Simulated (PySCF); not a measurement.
# ZrCl₂: relaxation and vibrations of the triplet

The task is one start of a wider search on ZrCl₂: the triplet, from a bent start. It is relaxed, tested by its Hessian and followed downhill if it is a saddle.

The runs use PySCF 2.14.0; PBE0, basis Zr def2-TZVP with ECP28, Cl def2-TZVP, scalar-relativistic core potentials, no spin–orbit coupling, density fitting.

### 1 Starting geometry

3 atoms, charge 0, spin multiplicity 3.

Bond lengths: Zr1–Cl2 2.530 Å, Zr1–Cl3 2.530 Å. Angles: Cl2–Zr1–Cl3 110.0°.

```xyz
3
charge 0 multiplicity 3
Zr    0.0000    0.0000    0.0000
Cl    2.0725    0.0000    1.4511
Cl   -2.0725    0.0000    1.4511
```

### 2 First SCF at the start

The steps below are one call of a driver around PySCF. For each, scf.py gives the equivalent set-up of the SCF; relaxations use the driver's own optimiser. After this first run the driver tries any further starts and a stability analysis.

scf.py

```python
from pyscf import gto, scf, dft
mol = gto.M(atom='''
Zr     0.000000     0.000000     0.000000
Cl     2.072500     0.000000     1.451100
Cl    -2.072500     0.000000     1.451100''',
    basis={'Zr': 'def2-TZVP', 'Cl': 'def2-TZVP'},
    ecp={'Zr': 'def2-TZVP'},
    charge=0, spin=2)
mf = dft.UKS(mol, xc='PBE0')
mf.grids.atom_grid = (50, 194)
aux = {'Zr': 'def2-universal-JKFIT', 'Cl': 'def2-universal-JKFIT'}
mf = mf.density_fit(auxbasis=aux)
mf.conv_tol = 1e-08
mf.diis_space = 10
mf.max_cycle = 60
mf.init_guess = 'minao'
mf.verbose = 4
mf.kernel()
```

Command:

```
OMP_NUM_THREADS=4 python axn.py task.json out
```

Log:

```text
init E= -961.742544184224
[... the frontier-level lines of each cycle are left out ...]
cycle= 1 E= -966.683321299153  delta_E= -4.94  |g|= 0.976  |ddm|=  3.1
cycle= 2 E= -965.925053195384  delta_E= 0.758  |g|=  1.2  |ddm|= 3.39
cycle= 3 E= -967.172867869281  delta_E= -1.25  |g|= 0.275  |ddm|= 3.18
cycle= 4 E= -967.223423632514  delta_E= -0.0506  |g|= 0.0845  |ddm|= 0.307
cycle= 5 E= -967.228456282523  delta_E= -0.00503  |g|= 0.0248  |ddm|= 0.159
cycle= 6 E= -967.229749624215  delta_E= -0.00129  |g|= 0.0166  |ddm|= 0.0852
cycle= 7 E= -967.230486259403  delta_E= -0.000737  |g|= 0.0108  |ddm|= 0.0571
cycle= 8 E= -967.231588551702  delta_E= -0.0011  |g|= 0.00486  |ddm|= 0.14
cycle= 9 E= -967.2317263768  delta_E= -0.000138  |g|= 0.00289  |ddm|= 0.0345
cycle= 10 E= -967.231815217192  delta_E= -8.88e-05  |g|= 0.00116  |ddm|= 0.0444
cycle= 11 E= -967.23182331222  delta_E= -8.1e-06  |g|= 0.000431  |ddm|= 0.0157
cycle= 12 E= -967.231823610695  delta_E= -2.98e-07  |g|= 0.000146  |ddm|= 0.00198
cycle= 13 E= -967.231823651238  delta_E= -4.05e-08  |g|= 4.09e-05  |ddm|= 0.00104
cycle= 14 E= -967.231823653869  delta_E= -2.63e-09  |g|= 1.71e-05  |ddm|= 0.000264
Extra cycle  E= -967.231823654017  delta_E= -1.48e-10  |g|= 1.91e-05  |ddm|= 6.89e-05
converged SCF energy = -967.231823654017  <S^2> = 2.0056518  2S+1 = 3.0037655
```

This step, with its further starts and checks, ran for 12 s (4 threads of Arm Neoverse V2, shared host).

Energies from each starting density:

```
                      start  energy (Eh)
    the minimal-basis guess  -967.231824
a thermally smeared density  -967.231824
      a smeared PBE density  -967.231824
```

No lower solution of this spin turned up from the other starts or in the test of internal stability.

### 3 Bent start, triplet: relaxation

The program finds C2v symmetry in the start, which this walk keeps. Threshold on the gradient: 0.0003 Eh/bohr, with a further test on the energy change.

Changes to scf.py since step 2:

```diff
@@ -3,3 +3,3 @@
-Zr     0.000000     0.000000     0.000000
-Cl     2.072500     0.000000     1.451100
-Cl    -2.072500     0.000000     1.451100''',
+Zr     0.000000     0.000000    -0.634917
+Cl     2.072500     0.000000     0.816183
+Cl    -2.072500     0.000000     0.816183''',
@@ -16 +15,0 @@
-mf.init_guess = 'minao'
```

The optimiser's trace:

```
step  energy (Eh)  change (kJ/mol)  largest symmetric gradient (Eh/bohr)
   0  -967.231824             0.00                               0.05540
   1  -967.247986           -42.43                               0.03054
   2  -967.253130           -55.94                               0.01084
   3  -967.254471           -59.46                               0.00329
   4  -967.255367           -61.81                               0.00582
   5  -967.255666           -62.60                               0.00409
   6  -967.255836           -63.04                               0.00073
   7  -967.255844           -63.07                               0.00010
   8  -967.255845           -63.07                               0.00001
```

The walk took 18 s.

After 8 steps and 63.1 kJ/mol it ends at C2v: Zr–Cl 2.346 Å (×2); Cl–Zr–Cl 141.6°.

### 4 Vibrations and properties at this point

The point is checked on the finer grid, and tightened if its gradient asks for it. The Hessian and the dipole derivatives come from central differences of analytic gradients, with steps of 0.02 bohr.

Changes to scf.py since step 3:

```diff
@@ -3,3 +3,3 @@
-Zr     0.000000     0.000000    -0.634917
-Cl     2.072500     0.000000     0.816183
-Cl    -2.072500     0.000000     0.816183''',
+Zr     0.000000     0.000000    -0.316403
+Cl     2.227349     0.000000     0.423232
+Cl    -2.227349     0.000000     0.423232''',
@@ -10 +10 @@
-mf.grids.atom_grid = (50, 194)
+mf.grids.atom_grid = (75, 302)
@@ -13 +13 @@
-mf.conv_tol = 1e-08
+mf.conv_tol = 1e-10
```

This SCF starts from the last density.

Log of the central SCF (cycles and frontier levels):

```text
init E= -967.255631533026
[... the frontier-level lines of each cycle are left out ...]
cycle= 1 E= -967.255631533052  delta_E= -2.59e-11  |g|= 1.98e-06  |ddm|= 1.29e-05
Extra cycle  E= -967.255631533066  delta_E= -1.41e-11  |g|= 2.53e-06  |ddm|= 1.04e-05
converged SCF energy = -967.255631533066  <S^2> = 2.0049919  2S+1 = 3.0033261
```

The whole step took 39 s.

Geometry: C2v; Zr–Cl 2.347 Å (×2); Cl–Zr–Cl 143.3°.

Harmonic modes (main isotopes):

| symmetry | ω (cm⁻¹) | IR (km/mol) | μ (u) |
| --- | --- | --- | --- |
| a1 | 52 | 5.4 | 44.55 |
| a1 | 362 | 12.9 | 36.90 |
| b2 | 408 | 140 | 46.73 |

No imaginary mode, so this is a minimum.

Constants and moments:

```yaml
Dipole_moment: 1.75 D
Highest_occupied_level: -5.77 eV
Lowest_empty_level: -2.85 eV
Rotational_constants: 0.7834, 0.04859, 0.04575 cm⁻¹
Zero-point_energy: 4.9 kJ/mol
Principal_polarisabilities: 82.7, 83.3, 88.7 bohr³
Atomisation_energy_without_zero-point_energy: 994 kJ/mol
Principal_traceless_quadrupole_moments_about_the_centre_of_mass: -10.77, 4.53, 6.24 D Å
Entropy_at_298.15_K_and_1_bar_electronic_part_spin_only: 314.0 J/(mol K)
Heat_capacity_Cp_at_298.15_K: 54.1 J/(mol K)
Enthalpy_at_298.15_K_above_0_K: 13.80 kJ/mol
Rotational_symmetry_number: 2
Spin_squared_⟨S²⟩: 2.005
```

Charges (e) and bond orders:

| atom | Mulliken | Löwdin | polar tensor | spin (Mulliken) | Mayer order to Zr1 |
| --- | --- | --- | --- | --- | --- |
| Zr1 | 0.81 | -0.08 | 1.19 | 2.08 | – |
| Cl2,3 | -0.41 | 0.04 | -0.60 | -0.04 | 1.07 |

Mulliken populations on Zr1 (outside its core potential): s 2.68, p 6.22, d 2.25, f 0.04.

### 5 Outcome

| quantity | value |
| --- | --- |
| minimum | triplet, C2v |
| geometry | Zr–Cl 2.347 Å (×2); Cl–Zr–Cl 143.3° |
| wavenumbers (cm⁻¹) | 52 (a1), 362 (a1), 408 (b2) |
| dipole moment | 1.75 D |
| highest occupied, lowest empty level (either spin) | -5.77, -2.85 eV |
| polar-tensor charge of Zr1 | +1.19 e |
| zero-point energy | 4.9 kJ/mol |
| entropy at 298.15 K | 314.0 J/(mol K) |
| atomisation energy (no zero-point energy) | 994 kJ/mol |
| ⟨S²⟩ | 2.005 |

The molecule stays C2v, as typed, and the end point is a minimum. The strongest infrared band lies at 408 cm⁻¹ (b2, stretch). Most of the spin sits on Zr1 (Mulliken spin 2.08, against 2 for the whole molecule). Other starts or spin states, not run here, may lie lower. Open d and f shells are described by one determinant, and the ground state may have another occupation or spin.

The search up to here took 69 s.
